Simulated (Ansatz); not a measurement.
**C2H3FOSi: rigid torsion scan, by script**

The task is a rigid torsion scan, for C2H3FOSi.

Computed with the Python package of Ansatz 0.2.0. Level of theory: PBE/6-31G*.

## (1) The structure

Bond lengths: O1–C2 1.346 Å, C2–C3 1.317 Å, C3–F4 1.434 Å, C2–Si5 1.775 Å, C3–Si5 1.824 Å, O1–H6 1.008 Å, Si5–H7 1.515 Å, Si5–H8 1.447 Å. Angles: O1–C2–C3 125.4°, O1–C2–Si5 131.1°, C3–C2–Si5 70.5°, C2–O1–H6 107.8°, C2–C3–F4 119.4°, C2–C3–Si5 66.6°, F4–C3–Si5 127.5°, C2–Si5–C3 42.9°, C2–Si5–H7 119.4°, C2–Si5–H8 120.5°, C3–Si5–H7 110.4°, C3–Si5–H8 109.2°, H7–Si5–H8 119.9°.

No structure file is read: the coordinates are typed or built in the script.

## (2) The script

Input file run_torsion.py:

```python
"""Energy of C2H3FOSi as one group turns about a bond."""

import ansatz as az
from ase import Atoms


def main() -> None:
    atoms = Atoms(["O", "C", "C", "F", "Si", "H", "H", "H"], positions=[
        (-0.6171, 1.2795, 1.1179),
        (-0.7199, 0.3774, 0.1247),
        (0.093, 0.2819, -0.9069),
        (1.2656, 1.1052, -0.9581),
        (-0.1229, -1.2888, -0.0056),
        (-0.1791, 2.1047, 0.7398),
        (1.1626, -1.6744, 0.6978),
        (-0.79, -2.2425, -0.8655),
    ])

    # start the scan from a relaxed geometry
    first = (
        az.Crystal.molecule_from_ase(atoms).calculation()
        .basis(gaussian="6-31G*")
        .functional("pbe")
        .relax(force_tolerance=0.02, max_steps=80)
    )
    atoms.positions = first.run(threads=1, pin="off").report["positions_ang"]

    start = atoms.get_dihedral(2, 1, 0, 5)
    energies = {}
    for turn in range(0, 360, 40):
        turned = atoms.copy()
        turned.set_dihedral(2, 1, 0, 5, start + turn, indices=[0, 5])
        model = az.Crystal.molecule_from_ase(turned).calculation().basis(gaussian="6-31G*").functional("pbe")
        energies[round((start + turn) % 360)] = model.run(threads=1, pin="off").report["free_energy_ev"]
    floor = min(energies.values())
    print("dihedral C2-C1-O0-H5 (deg)   E - E(min) (eV)")
    for angle, e in sorted(energies.items()):
        print(f"{angle:8d} {(e - floor):14.3f}  " + "#" * int(30 * (e - floor) / max(max(energies.values()) - floor, 1e-9)))


if __name__ == "__main__":
    main()
```

## (3) What the engine is handed

The engine receives this input (first run):

```yaml
crystal:
  periodic: [false, false, false]
  atoms:
    - { symbol: O, position_ang: [-0.6171, 1.2795, 1.1179] }
    - { symbol: C, position_ang: [-0.7199, 0.3774, 0.1247] }
    - { symbol: C, position_ang: [0.093, 0.2819, -0.9069] }
    - { symbol: F, position_ang: [1.2656, 1.1052, -0.9581] }
    - { symbol: Si, position_ang: [-0.1229, -1.2888, -0.0056] }
    - { symbol: H, position_ang: [-0.1791, 2.1047, 0.7398] }
    - { symbol: H, position_ang: [1.1626, -1.6744, 0.6978] }
    - { symbol: H, position_ang: [-0.79, -2.2425, -0.8655] }
basis:
  gaussian:
    orbitals: "6-31G*"
hamiltonian:
  xc: pbe
relax:
  f_tol: 0.02
  max_steps: 80
```

## (4) Running it

Launch:

```console
$ python run_torsion.py
```

**Question.** Where along the turn do the lowest and the highest point lie, and how far apart are they?

As calculated:

| quantity | value |
| --- | --- |
| runs compared | 9 |
| range of energy | 0.246 eV |
| lowest point, turn (°) | 0 |

What this shows: The lowest point is at 360° and the highest at 80°, 0.246 eV (23.7 kJ/mol) above it, with the rest of the molecule held. Run 0: After 8 moves the largest shift is 0.618 Å, of atom 4 (F). The scan is rigid and the energies are electronic, in a modest basis. With rigid groups the curve can differ much from the relaxed path, the start wasn't checked as a minimum of this torsion, and equivalent turns needn't return to the same energy.
